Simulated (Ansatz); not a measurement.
# C₅H₆F₄O₄Ti: small, medium and large basis sets

Aim: see how fast density functionals converge with the basis set for C₅H₆F₄O₄Ti.

Method: one geometry, several basis sets; program: Ansatz 0.2.0, Gaussian basis.

Plan: PBE0-D4/def2-SVP; ωB97M-V/def2-SVP; PBE0-D4/def2-QZVPP; ωB97M-V/def2-QZVPP; the functionals' def2-TZVPP values are taken from earlier runs.

### 1 Structure used throughout

All runs share one geometry, relaxed beforehand with PBE0-D4 in a triple-zeta def2 set.

SMILES `CC1=CC(C(F)(F)F)=[O+][Ti-]([OH])([OH])([F])[O]1`, 20 atoms, charge 0, spin multiplicity 1.

Atoms are counted from 1 here; the program's logs count them from 0.

Bond lengths: C1–C2 1.493 Å, C1–H15 1.088 Å, C1–H16 1.093 Å, C1–H17 1.092 Å, C2–C3 1.410 Å, C2–O14 1.254 Å, C3–C4 1.371 Å, C3–H18 1.078 Å, C4–C5 1.532 Å, C4–O9 1.268 Å, C5–F6 1.333 Å, C5–F7 1.332 Å, C5–F8 1.332 Å, O9–Ti10 2.016 Å, Ti10–O11 1.796 Å, Ti10–O12 1.784 Å, Ti10–F13 1.765 Å, Ti10–O14 2.069 Å and more. Angles: C2–C1–H15 112.4°, C2–C1–H16 109.1°, C2–C1–H17 108.9°, H15–C1–H16 109.6°, H15–C1–H17 109.7°, H16–C1–H17 107.1°, C1–C2–C3 120.4°, C1–C2–O14 117.2°, C3–C2–O14 122.4°, C2–C3–C4 119.8°, C2–C3–H18 120.2°, C4–C3–H18 120.0°, C3–C4–C5 119.9°, C3–C4–O9 127.4°, C5–C4–O9 112.7°, C4–C5–F6 112.4°, C4–C5–F7 110.1°, C4–C5–F8 110.2° and more.

### 2 PBE0-D4 in def2-SVP

File in.yaml:

```yaml
crystal:
  periodic: [false, false, false]
  atoms:
    - {symbol: C, position_ang: [-1.833836, -1.264612, 1.911332]}
    - {symbol: C, position_ang: [-0.864784, -0.624113, 0.973921]}
    - {symbol: C, position_ang: [-1.253020, 0.484649, 0.193903]}
    - {symbol: C, position_ang: [-0.350773, 1.065629, -0.660030]}
    - {symbol: C, position_ang: [-0.773952, 2.262548, -1.517346]}
    - {symbol: F, position_ang: [-2.044298, 2.610856, -1.312208]}
    - {symbol: F, position_ang: [-0.630691, 1.973222, -2.809979]}
    - {symbol: F, position_ang: [-0.008832, 3.317668, -1.241990]}
    - {symbol: O, position_ang: [0.857070, 0.730558, -0.848870]}
    - {symbol: Ti, position_ang: [2.053144, -0.697731, -0.077183]}
    - {symbol: O, position_ang: [2.046363, -2.418207, -0.593769]}
    - {symbol: O, position_ang: [3.272691, -0.037616, -1.199157]}
    - {symbol: F, position_ang: [2.796326, -0.454340, 1.505543]}
    - {symbol: O, position_ang: [0.287599, -1.115074, 0.917902]}
    - {symbol: H, position_ang: [-2.804695, -0.772972, 1.904712]}
    - {symbol: H, position_ang: [-1.954244, -2.315571, 1.637819]}
    - {symbol: H, position_ang: [-1.416259, -1.241980, 2.920621]}
    - {symbol: H, position_ang: [-2.255832, 0.874137, 0.265991]}
    - {symbol: H, position_ang: [1.543822, -3.072133, -0.100413]}
    - {symbol: H, position_ang: [3.242500, 0.704578, -1.804698]}
basis:
  gaussian: {orbitals: def2-SVP}
hamiltonian: {xc: pbe0, dispersion: d4}
output: {orbitals: {seedname: orbitals}}
```

Started as:

```bash
$ ansatz run in.yaml --threads 11 --pin off --events-out ev --progress --plain --max-ram 110592MiB --backend cpu
```

The log of the run:

```text
Functional definition: PBE0
  name "PBE0"
  cite "Adamo & Barone, J. Chem. Phys. 110, 6158 (1999) doi:10.1063/1.478522"
  cite "Perdew, Burke & Ernzerhof, Phys. Rev. Lett. 77, 3865 (1996) doi:10.1103/PhysRevLett.77.3865"
  parent pbe
  parameter a = 0.25
  parameter kappa = 0.804
  parameter beta = 0.06672455060314922
  exchange = (1 - a)*pbe_x(kappa = kappa, mu = beta*pi^2/3) + a*exact_x
  correlation = pbe_c(beta = beta)
2417 factors; integrals over basis functions are off by at most 1.4e-3 eV
mean field evaluation 1: about -47386.4769 eV, gradient 1.1e2 eV
mean field evaluation 2: about -46991.9353 eV, gradient 4.5e2 eV
mean field evaluation 4: about -47404.2703 eV, gradient 4.5e1 eV
mean field evaluation 8: about -47408.0227 eV, gradient 4.6e-1 eV
mean field evaluation 16: about -47408.6072 eV, gradient 7.8e-3 eV
mean field -47408.60719547 eV, -1742.2341797253 hartree, gradient 6.0e-5 eV, S^2 0.000000; 0 other end points of the search recorded, 0 dependent functions left out
reference -47408.60726972 eV, -1742.2341824542 hartree; 63, 63 occupied and 180, 180 virtual orbitals, 2417 factors
Total energy: -47409.13679760 eV, -1742.2536422448 hartree
```

Wall time 3.4 s (11 threads of AMD EPYC 7R13, shared host).

### 3 ωB97M-V in def2-SVP

in.yaml, as its differences from that of step 2:

```diff
@@ -25,3 +25,3 @@
   gaussian: {orbitals: def2-SVP}
-hamiltonian: {xc: pbe0, dispersion: d4}
+hamiltonian: {xc: {name: wB97M-V}}
 output: {orbitals: {seedname: orbitals}}
```

The command is unchanged.

The log of the run, cut to the lines that bear on the results:

```text
Functional definition: wB97M-V
  name "wB97M-V"
  cite "Mardirossian & Head-Gordon, J. Chem. Phys. 144, 214110 (2016) doi:10.1063/1.4952647"
  cite "Becke, J. Chem. Phys. 107, 8554 (1997) doi:10.1063/1.475007"
  cite "Vydrov & Van Voorhis, J. Chem. Phys. 133, 244103 (2010) doi:10.1063/1.3521275"
  # Of w^i u^j: cxij and so on, Table III.
[...]
  gx(w, u) = 1 - cx + cx01*u + cx10*w
  gss(w, u) = css00 + css04*u^4 + css10*w + css20*w^2 + css43*w^4*u^3
  gos(w, u) = cos00 + cos10*w + (cos20 + cos21*u)*w^2 + (cos60 + cos61*u)*w^6
[...]
      + integral(e_c_pw_mod_opposite_spin*gos(b97_w_opposite, b97_u_opposite)) + vv10(b, c)
2417 factors; integrals over basis functions are off by at most 1.4e-3 eV
502 factors; integrals over basis functions are off by at most 5.1e-5 eV
[...]
mean field -47430.41798377 eV, -1743.0357114114 hartree, gradient 6.4e-5 eV, S^2 0.000000; 0 other end points of the search recorded, 0 dependent functions left out
reference -47430.41809888 eV, -1743.0357156417 hartree; 63, 63 occupied and 180, 180 virtual orbitals, 2417 factors
Total energy: -47430.41809888 eV, -1743.0357156417 hartree
```

Wall time 9.5 s (11 threads of AMD EPYC 7R13, shared host).

### 4 PBE0-D4 in def2-QZVPP

in.yaml, as its differences from that of step 3:

```diff
@@ -24,4 +24,4 @@
 basis:
-  gaussian: {orbitals: def2-SVP}
-hamiltonian: {xc: {name: wB97M-V}}
+  gaussian: {orbitals: "def2-QZVPP.json"}
+hamiltonian: {xc: pbe0, dispersion: d4}
 output: {orbitals: {seedname: orbitals}}
```

Started as:

```bash
$ ansatz run in.yaml --threads 11 --pin off --events-out ev --progress --plain --max-ram 110592MiB --backend cuda --devices 0, --max-vram 75GiB
```

The log of the run:

```text
Functional definition: PBE0
  name "PBE0"
  cite "Adamo & Barone, J. Chem. Phys. 110, 6158 (1999) doi:10.1063/1.478522"
  cite "Perdew, Burke & Ernzerhof, Phys. Rev. Lett. 77, 3865 (1996) doi:10.1103/PhysRevLett.77.3865"
  parent pbe
  parameter a = 0.25
  parameter kappa = 0.804
  parameter beta = 0.06672455060314922
  exchange = (1 - a)*pbe_x(kappa = kappa, mu = beta*pi^2/3) + a*exact_x
  correlation = pbe_c(beta = beta)
3238 factors; their error is unknown
mean field evaluation 1: about -47418.2495 eV, gradient 1.2e2 eV
mean field evaluation 2: about -47060.6541 eV, gradient 5.2e2 eV
mean field evaluation 4: about -47439.1504 eV, gradient 4.2e1 eV
mean field evaluation 8: about -47442.1619 eV, gradient 3.9e-1 eV
mean field evaluation 16: about -47442.2110 eV, gradient 2.9e-2 eV
mean field -47442.21100572 eV, -1743.4690969747 hartree, gradient 3.6e-5 eV, S^2 0.000000; 0 other end points of the search recorded, 0 dependent functions left out
reference -47442.21106353 eV, -1743.4690990992 hartree; 63, 63 occupied and 951, 951 virtual orbitals, 3238 factors
Total energy: -47442.74059141 eV, -1743.4885588897 hartree
```

Wall time 4.4 s (1 × H100 with 11 threads of AMD EPYC 7R13, shared host).

### 5 ωB97M-V in def2-QZVPP

in.yaml, as its differences from that of step 4:

```diff
@@ -25,3 +25,3 @@
   gaussian: {orbitals: "def2-QZVPP.json"}
-hamiltonian: {xc: pbe0, dispersion: d4}
+hamiltonian: {xc: {name: wB97M-V}}
 output: {orbitals: {seedname: orbitals}}
```

The command is unchanged.

The log of the run, cut to the lines that bear on the results:

```text
Functional definition: wB97M-V
  name "wB97M-V"
  cite "Mardirossian & Head-Gordon, J. Chem. Phys. 144, 214110 (2016) doi:10.1063/1.4952647"
  cite "Becke, J. Chem. Phys. 107, 8554 (1997) doi:10.1063/1.475007"
  cite "Vydrov & Van Voorhis, J. Chem. Phys. 133, 244103 (2010) doi:10.1063/1.3521275"
  # Of w^i u^j: cxij and so on, Table III.
[...]
  gx(w, u) = 1 - cx + cx01*u + cx10*w
  gss(w, u) = css00 + css04*u^4 + css10*w + css20*w^2 + css43*w^4*u^3
  gos(w, u) = cos00 + cos10*w + (cos20 + cos21*u)*w^2 + (cos60 + cos61*u)*w^6
[...]
      + integral(e_c_pw_mod_opposite_spin*gos(b97_w_opposite, b97_u_opposite)) + vv10(b, c)
3226 factors; their error is unknown
698 factors; integrals over basis functions are off by at most 1.2e-5 eV
[...]
mean field -47464.56765704 eV, -1744.2906887567 hartree, gradient 7.4e-5 eV, S^2 0.000000; 0 other end points of the search recorded, 0 dependent functions left out
reference -47464.56775178 eV, -1744.2906922385 hartree; 63, 63 occupied and 951, 951 virtual orbitals, 3226 factors
Total energy: -47464.56775178 eV, -1744.2906922385 hartree
```

Wall time 6.5 s (1 × H100 with 11 threads of AMD EPYC 7R13, shared host).

### 6 Functionals by basis

The def2-TZVPP values come from earlier runs at the same geometry.

```
functional       basis  functions  energy (eV)  from the largest (eV)  HOMO (eV)  LUMO (eV)
   PBE0-D4    def2-SVP        243  -47409.1368                 33.604      -7.95      -2.49
   PBE0-D4  def2-TZVPP        551  -47441.0522                  1.688      -8.05      -2.64
   PBE0-D4  def2-QZVPP       1014  -47442.7406                  0.000      -8.07      -2.66
   ωB97M-V    def2-SVP        243  -47430.4181                 34.150     -10.03      -0.34
   ωB97M-V  def2-TZVPP        551  -47462.9941                  1.574     -10.17      -0.54
   ωB97M-V  def2-QZVPP       1014  -47464.5678                  0.000     -10.19      -0.57
```

### 7 Summary of results

| quantity | value |
| --- | --- |
| PBE0-D4: double and triple zeta above quadruple | 33.60, 1.69 eV |
| ωB97M-V: double and triple zeta above quadruple | 34.15, 1.57 eV |

PBE0-D4 gains 31.92 eV from double to triple zeta, then 1.69 eV more. Total energies overstate the basis error of differences, where much of it tends to cancel.
